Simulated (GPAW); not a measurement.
# NbTe (P-6m2) in GPAW: notebook

One crystal, NbTe, is run at these levels: PBE, LDA; tasks: single point.

All numbers are computed with GPAW 26.7.0; they aren't measurements. Logs are shortened: lines on timing, memory, paths and dates and some standing lists are left out, and cuts for length are marked. The log counts tension as positive stress, the text compression.

### 1 The crystal as given

Symmetry: P-6m2, No. 187, hexagonal system. The conventional cell has a = 3.703 Å, b = 3.703 Å, c = 3.694 Å, α = 90.00°, β = 90.00°, γ = 120.00°. Around Te (site symmetry -6m2) lie 6 Nb at 2.83 Å. Nb (site symmetry -6m2) is surrounded by 6 Te at 2.83 Å.

The cell comes from a database or a generator and needn't be the stable form of this composition.

### 2 Single point, PBE

Contents of run.py:

```python
from ase.dft.bandgap import bandgap
from ase.io import read, write
from ase.units import GPa
from gpaw import GPAW, PW

atoms = read('NbTe.xyz')

calc = GPAW(mode=PW(500),
            xc='PBE',
            kpts={'size': (7, 7, 6), 'gamma': True},
            occupations={'name': 'fermi-dirac', 'width': 0.05},
            nbands=20,
            maxiter=120,
            txt='gpaw.txt')
atoms.calc = calc
energy = atoms.get_potential_energy()
forces = atoms.get_forces()
stress = atoms.get_stress()
calc.write('gs.gpw')
write('result.traj', atoms)
print(f'Energy: {energy:.6f} eV')
print('Forces (eV/A):')
print(forces.round(4))
print('Stress (GPa):', (stress / GPa).round(3))
print('Fermi level:', round(calc.get_fermi_level(), 4), 'eV')
print(f'Gap: {bandgap(calc)[0]:.4f} eV, direct: {bandgap(calc, direct=True)[0]:.4f} eV')
```

Contents of NbTe.xyz:

```xyz
2
Lattice="3.7029743866 0.0000000000 0.0000000000 -1.8514871933 3.2068698884 0.0000000000 0.0000000000 0.0000000000 3.6942110000" Properties=species:S:1:pos:R:3 pbc="T T T"
Te     1.8514871935      1.0689566294      0.0000000000
Nb     0.0000000000      0.0000000000      1.8471055000
```

Potentials or basis: GPAW PAW data sets (gpaw-data 1.2.1), pw.

Launch:

```bash
OMP_NUM_THREADS=1 python run.py
```

gpaw.txt:

```text
__  _  _
 | _ |_)|_||  |
 |__||  | ||/\| - 26.7.0

Input parameters:
  mode=PW(ecut=500.0),
  kpts=MonkhorstPack(size=(7, 7, 6), gamma=True),
  maxiter=120,
  nbands=20,
  occupations=Occupations(name='fermi-dirac', width=0.05),
  xc=XC(name='PBE')

Diagonalizing LCAO Hamiltonian
Converting LCAO to pw mode

       Nb

            Te

Atoms  # Å, Bohr magnetons
|   | symbol |        x |        y |        z |    initial magnetic moments |
|---|--------|----------|----------|----------|-----------------------------|
| 0 |     Te | 1.851487 | 1.068957 | 0.000000 | ( 0.0000,  0.0000,  0.0000) |
| 1 |     Nb | 0.000000 | 0.000000 | 1.847106 | ( 0.0000,  0.0000,  0.0000) |

Unit cell  # Å
| periodic |         x |        y |        z |  lengths |     angles |
|----------|-----------|----------|----------|----------|------------|
|      yes |  3.702974 | 0.000000 | 0.000000 | 3.702974 |  90.000000 |
|      yes | -1.851487 | 3.206870 | 0.000000 | 3.702974 |  90.000000 |
|      yes |  0.000000 | 0.000000 | 3.694211 | 3.694211 | 120.000000 |

Number of symmetries: 12
Symmetry operations  # r_c * U_cc + t_c -> r_c
|    | kind |            matrix            |
|----|------|------------------------------|
|  0 |  σ   |  1, 1, 0,  0,-1, 0,  0, 0, 1 |
|  1 |  C2  |  1, 1, 0,  0,-1, 0,  0, 0,-1 |
|  2 |  E   |  1, 0, 0,  0, 1, 0,  0, 0, 1 |
|  3 |  σ   |  1, 0, 0,  0, 1, 0,  0, 0,-1 |
|  4 |  C3  |  0, 1, 0, -1,-1, 0,  0, 0, 1 |
|  5 |  S3  |  0, 1, 0, -1,-1, 0,  0, 0,-1 |
|  6 |  σ   |  0,-1, 0, -1, 0, 0,  0, 0, 1 |
|  7 |  C2  |  0,-1, 0, -1, 0, 0,  0, 0,-1 |
|  8 |  σ   | -1, 0, 0,  1, 1, 0,  0, 0, 1 |
|  9 |  C2  | -1, 0, 0,  1, 1, 0,  0, 0,-1 |
| 10 |  C3  | -1,-1, 0,  1, 0, 0,  0, 0, 1 |
| 11 |  S3  | -1,-1, 0,  1, 0, 0,  0, 0,-1 |

BZ-sampling:
  Number of BZ points: 294
  Number of IBZ points: 32

  Monkhorst-Pack size: [7, 7, 6]
  Monkhorst-Pack shift: [0.0, 0.0, 0.08333333333333333]

K-points  # in reciprocal-cell coordinates
|     |                                coordinates |     weight |
|-----|--------------------------------------------|------------|
|   0 | (  0.00000000,   0.00000000,   0.00000000) | 0.00340136 |
|   1 | (  0.00000000,   0.00000000,   0.16666667) | 0.00680272 |
|   2 | (  0.00000000,   0.00000000,   0.33333333) | 0.00680272 |
|   3 | (  0.00000000,   0.00000000,   0.50000000) | 0.00340136 |
|   4 | (  0.14285714,   0.00000000,   0.00000000) | 0.02040816 |
|   5 | (  0.14285714,   0.00000000,   0.16666667) | 0.04081633 |
|   6 | (  0.14285714,   0.00000000,   0.33333333) | 0.04081633 |
|   7 | (  0.14285714,   0.00000000,   0.50000000) | 0.02040816 |
|   8 | (  0.28571429,  -0.14285714,   0.00000000) | 0.02040816 |
|   9 | (  0.28571429,  -0.14285714,   0.16666667) | 0.04081633 |
| ... |                                            |            |
|  31 | (  0.42857143,   0.42857143,   0.50000000) | 0.02040816 |

Plane wave coefficients: 1141
Cutoff: 500.0 eV

Spin-components: 1 (collinear spins)
Bands:           20
Projectors:      11
Spin-degeneracy: 2
Datatype:        complex128

Parallelization:
  kpt:    1
  domain: 1
  band:   1

Density:
  Valence electrons: 19.0
  Components: 1
  Grid points: [20 20 20]
  Charge: 0.0  # |e|

Potential:
  Grid points: [20 20 20]

species:
  Te:
    name:    Tellurium
    Z:       52.0
    valence: 6
    core:    46
    charge:  0.0  # [|e|]
    compensation charges:
      type: gauss
      rc: 0.36  # [Å]
      lmax: 2
    cutoffs:
      filter: 2.09  # [Å]
      core: 3.17  # [Å]
    projectors
    | kind |    occ | energy [eV] | rcut [Å] |
    |------|--------|-------------|----------|
    |   5s |  2.000 |     -15.089 |    1.180 |
    |   5p |  4.000 |      -5.955 |    1.196 |
    |    s |        |      12.123 |    1.180 |
    |    p |        |      21.256 |    1.196 |
    |    d |        |       0.000 |    1.238 |

    Using partial waves for Te as LCAO basis

  Nb:
    name:    Niobium
    Z:       41.0
    valence: 13
    core:    28
    charge:  0.0  # [|e|]
    compensation charges:
      type: gauss
      rc: 0.40  # [Å]
      lmax: 2
    cutoffs:
      filter: 2.35  # [Å]
      core: 1.51  # [Å]
    projectors
    | kind |    occ | energy [eV] | rcut [Å] |
    |------|--------|-------------|----------|
    |   4s |  2.000 |     -58.361 |    1.323 |
    |   5s |  1.000 |      -3.980 |    1.323 |
    |   4p |  6.000 |     -34.526 |    1.323 |
    |   5p |  0.000 |      -1.111 |    1.323 |
    |   4d |  4.000 |      -3.041 |    1.244 |
    |    d |        |      24.171 |    1.244 |

    Using partial waves for Nb as LCAO basis

Reference energy: -288696.831223  # eV

eigensolver:
  PPCG
  Converge bands: occupied
  niter=2

density mixing:
  MSR1-Mixer
  Pratt-step length: 0.05
  Maximum mixing coefficient: 0.75
  Old densities: 10
  SVD Regularization: 0.005
  Good broyden scale: 1.0
  Trust region scale: 1.0
  Backstep threshold: 4.0
  History deletion threshold: 6.0
  Fourier metric: weight=20.0, sigma=0.015

occupation numbers:
  Fermi-Dirac:
    width: 0.0500  # eV

poisson solver:
  ecut: 4000.0  # eV

xc functional:
  name: PBE with 2 nearest neighbor stencil

convergence criteria:
- Maximum [total energy] change in last 3 cyles: 0.0005 eV / valence electron
- Maximum integral of absolute [dens]ity change: 0.0001 electrons / valence electron
- Maximum integral of absolute [eigenst]ate change: 4e-08 eV^2 / valence electron
maximum number of iterations: 120

SCF iterations
|iter     | |      energy | eigst |  dens |
|---------|-|-------------|-------|-------|
|iter:   1| |  -14.324574 | +0.11 |       |
|iter:   2| |  -14.209107 | -2.21 | -1.10 |
|iter:   3| |  -13.862918 | -1.56 | -1.14 |
|iter:   4| |  -13.861166 | -3.23 | -1.69 |
|iter:   5| |  -13.860808c| -3.45 | -2.01 |
|iter:   6| |  -13.860831c| -4.68 | -2.61 |
|iter:   7| |  -13.860836c| -6.30 | -3.44 |
|iter:   8| |  -13.860836c| -7.70c| -4.07c|

Converged in 8 steps
Energy contributions relative to reference atoms: (reference = -288696.831223)

Energy contributions:
  Kinetic:           7.644285
  Coulomb:         -10.264613
  Zero:              0.045028
  External:          0.000000
  Xc:              -11.279311
  Entropy:          -0.012450
  Spinorbit:         0.000000
  ----------------------------
  Free energy:     -13.867061
  Extrapolated:    -13.860836

dipole moment: (-3.946740, -13.310627, -15.673511)  # |e|*Ang

Fermi level: 10.852
Eigenvalues  # (at kpt = [0.000, 0.000, 0.000])
| band index |      eig [eV] | occ [0-2] |
|------------|---------------|-----------|
|          0 |       -44.714 |     2.000 |
|          1 |       -20.952 |     2.000 |
|          2 |       -20.750 |     2.000 |
|          3 |       -20.750 |     2.000 |
|          4 |        -3.349 |     2.000 |
|          5 |         7.735 |     2.000 |
[... 9 lines left out ...]
|         15 |        17.998 |     0.000 |
|         16 |        17.998 |     0.000 |
|        ... |               |           |
|         19 |        23.868 |     0.000 |

No gap
No difference between direct/indirect transitions

Forces  # eV/Ang
|       x |       y |       z |
|---------|---------|---------|
| 0.00000 | 0.00000 | 0.00000 |  # Te   0
| 0.00000 | 0.00000 | 0.00000 |  # Nb   1

Stress tensor  # eV/Ang^3
|        x |        y |        z |
|----------|----------|----------|
| 0.009879 | 0.000000 | 0.000000 |
| 0.000000 | 0.009879 | 0.000000 |
| 0.000000 | 0.000000 | 0.009612 |

# Writing to gs.gpw (mode='')
```

It took 19 s on 1 thread of AMD EPYC 7R43 (Zen 3), shared host; peak memory 0.15 GiB.

Results:

* Free energy: -13.8671 eV
* Pressure: -1.6 GPa
* Band gap on the k mesh: none (metal or under the smearing width)

Levels at points of the mesh, in eV from the Fermi level:
```
           k point  band 6  band 7  band 8  band 9  band 10  band 11  band 12  band 13  band 14  band 15
(0.00, 0.00, 0.00)   -3.12   -3.12   -2.96   -2.33     0.17     0.17     2.47     2.47     2.90     6.01
(0.00, 0.00, 0.50)   -7.50   -2.59   -2.59   -0.93    -0.93     0.69     1.68     1.68     5.34     6.13
```

Caveat: the cutoff is short for stress and forces, so pressures can be off by a GPa or more. Spin-orbit coupling is left out, which matters for the levels of Te.

### 3 Single point, LDA

run.py: that of step 2 with these lines changed.

```diff
@@ -1,3 +1,4 @@
+from ase import Atoms
 from ase.dft.bandgap import bandgap
-from ase.io import read, write
+from ase.io import write
 from ase.units import GPa
@@ -5,6 +6,12 @@
 
-atoms = read('NbTe.xyz')
+atoms = Atoms(['Te', 'Nb'],
+              cell=[[3.7029743866, 0.0, 0.0],
+                    [-1.8514871933, 3.2068698884, 0.0],
+                    [0.0, 0.0, 3.694211]],
+              scaled_positions=[[0.6666666667, 0.3333333333, 0.0],
+                                [0.0, 0.0, 0.5]],
+              pbc=True)
 
-calc = GPAW(mode=PW(500),
-            xc='PBE',
+calc = GPAW(mode=PW(450),
+            xc='LDA',
             kpts={'size': (7, 7, 6), 'gamma': True},
```

Potentials or basis: the program's PAW data sets (release 1.2.1) made for this functional, pw.

Launch:

```bash
OMP_NUM_THREADS=1 python run.py
```

Wall time 10 s (1 thread of Arm Neoverse V1, shared host); peak memory 0.14 GiB.

The run converged. Its results:

| Item | Value |
| --- | --- |
| Free energy | -15.7261 eV |
| Pressure | -8.7 GPa |
| Band gap on the k mesh | none (metal or under the smearing width) |

Stress tensor (GPa, compression positive):
```
-8.18  0.00  0.00
 0.00 -8.18  0.00
 0.00  0.00 -9.65
```

Levels at points of the mesh, in eV from the Fermi level:
| k point | band 7 | band 8 | band 9 | band 10 | band 11 | band 12 | band 13 | band 14 |
| --- | --- | --- | --- | --- | --- | --- | --- | --- |
| (0.00, 0.00, 0.00) | -3.12 | -2.95 | -2.33 | 0.17 | 0.17 | 2.45 | 2.45 | 2.80 |
| (0.00, 0.00, 0.50) | -2.59 | -2.59 | -0.92 | -0.92 | 0.66 | 1.67 | 1.67 | 5.32 |

Caveat: the cutoff is short for stress and forces, so pressures can be off by a GPa or more. The run has no spin-orbit coupling, so splittings on Te are missing.
